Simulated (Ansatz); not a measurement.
Relaxation of a periodic cell of 17 atoms, Si$_{16}$B (host Si, host structure diamond, interstitial B), to a largest force component of 0.08 eV/Å in at most 25 steps.

Computed with DFT PBE-D3(BJ), scalar-relativistic, plane waves, PAW (Ansatz). Settings: accuracy low, PAW set soft_1, cutoff 420 eV, k mesh 2x2x2, fermi-dirac smearing 0.02 eV, spin collinear.

```xyz
17
Lattice="0.0000 5.4300 5.4300 5.4300 0.0000 5.4300 5.4300 5.4300 0.0000" Properties=species:S:1:pos:R:3
Si 0.000 0.000 0.000
Si 1.357 1.357 1.357
Si 2.715 2.715 0.000
Si 4.072 4.072 1.357
Si 2.715 0.000 2.715
Si 4.072 1.357 4.072
Si 5.430 2.715 2.715
Si 6.787 4.072 4.072
Si 0.000 2.715 2.715
Si 1.357 4.072 4.072
Si 2.715 5.430 2.715
Si 4.072 6.787 4.072
Si 2.715 2.715 5.430
Si 4.072 4.072 6.787
Si 5.430 5.430 5.430
Si 6.787 6.787 6.787
B 2.021 4.758 6.125
```

**Question.** Where does it end, and by what steps?

**Answer.** The forces met the threshold. The force dipped under the threshold on the way, but the program's further checks kept it going. Limits of this set-up: low accuracy level. After 4 steps the energy has fallen by 0.146 eV; Si2 moved furthest, 0.05 Å.

```csv
step,energy less start (eV),largest force component (eV/Å),accepted
0,0.0000,0.520,yes
1,-0.1394,0.126,yes
2,-0.1464,0.031,yes
3,-0.1442,0.088,no
4,-0.1464,0.031,yes
```

```xyz
17
Lattice="0.0000 5.4300 5.4300 5.4300 0.0000 5.4300 5.4300 5.4300 0.0000" Properties=species:S:1:pos:R:3
Si -0.008 -0.034 0.032
Si 1.392 1.365 1.322
Si 2.725 2.727 -0.010
Si 4.061 4.064 1.368
Si 2.683 -0.034 2.724
Si 4.099 1.383 4.046
Si 5.453 2.739 2.693
Si 6.777 4.064 4.084
Si -0.024 2.690 2.739
Si 1.391 4.104 4.066
Si 2.723 5.441 2.706
Si 4.051 6.767 4.094
Si 2.684 2.708 5.461
Si 4.079 4.104 6.753
Si 5.439 5.441 5.422
Si 6.779 6.779 6.796
B 2.017 4.749 6.129
```

Whether the end is a true minimum wasn't checked by a vibrational analysis.

Time of the run: 99 s on 1 thread of Arm Neoverse V1, with other jobs on the host, peak memory 0.64 GiB.
